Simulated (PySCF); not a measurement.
# C3H7Cl2InO (InCl2(OiPr)): the cost of one run

Programs: PySCF 2.14.0, with density-fitted response routines of our own. Each step states its level of theory. These are calculated values for one molecule in the gas phase, unless marked as measured. Atoms are numbered from 0 throughout.

### Step 1. Starting geometry

14 atoms, charge 0, multiplicity 1; geometry from: GFN2-xTB. The atoms were then displaced at random by about 0.03 Å, so the start is not that level's minimum.

Bonds of the start (Å): In0–Cl1 2.22, In0–Cl2 2.41, In0–O3 1.91, O3–C4 1.39, C4–C5 1.51, C4–C6 1.57, C4–H7 1.13, C5–H8 1.11, C5–H9 1.12, C5–H10 1.06, C6–H11 1.10, C6–H12 1.19, C6–H13 1.07.

### Step 2. Optimising the geometry at PBE0-D3(BJ)/def2-SVP

Job settings and geometry (Å):

```
{"job": {"xc": "PBE0", "basis": "def2-SVP", "d3": "d3bj", "grid": 1, "maxiter": 40, "shake": 0.03, "kind": "geom"}, "charge": 0, "multiplicity": 1}
In     1.009010     2.058650    -1.070280
Cl     3.178620     1.607870    -0.928820
Cl     0.064840     4.151640    -1.802320
O     -0.267320     0.663470    -0.834440
C     -0.038380    -0.513330    -0.127280
C     -1.179370    -1.479890    -0.325770
C      0.173530    -0.185090     1.389060
H      0.951260    -0.921510    -0.494130
H     -2.105790    -1.052380     0.102580
H     -0.964630    -2.426720     0.241020
H     -1.296500    -1.709770    -1.355010
H      1.001020     0.518450     1.532620
H     -0.844060     0.322400     1.742620
H      0.298320    -1.077620     1.973360
```

Launch:

```console
$ OMP_NUM_THREADS=1 python probes_run.py task.json out
```

One launch serves the whole session: the jobs run in the order shown.

Q: Estimate the wall time and peak memory of this first job on 1 thread of Intel Xeon at 2.70GHz, shared host.

About 6.8 min, with a peak of 0.61 GiB.
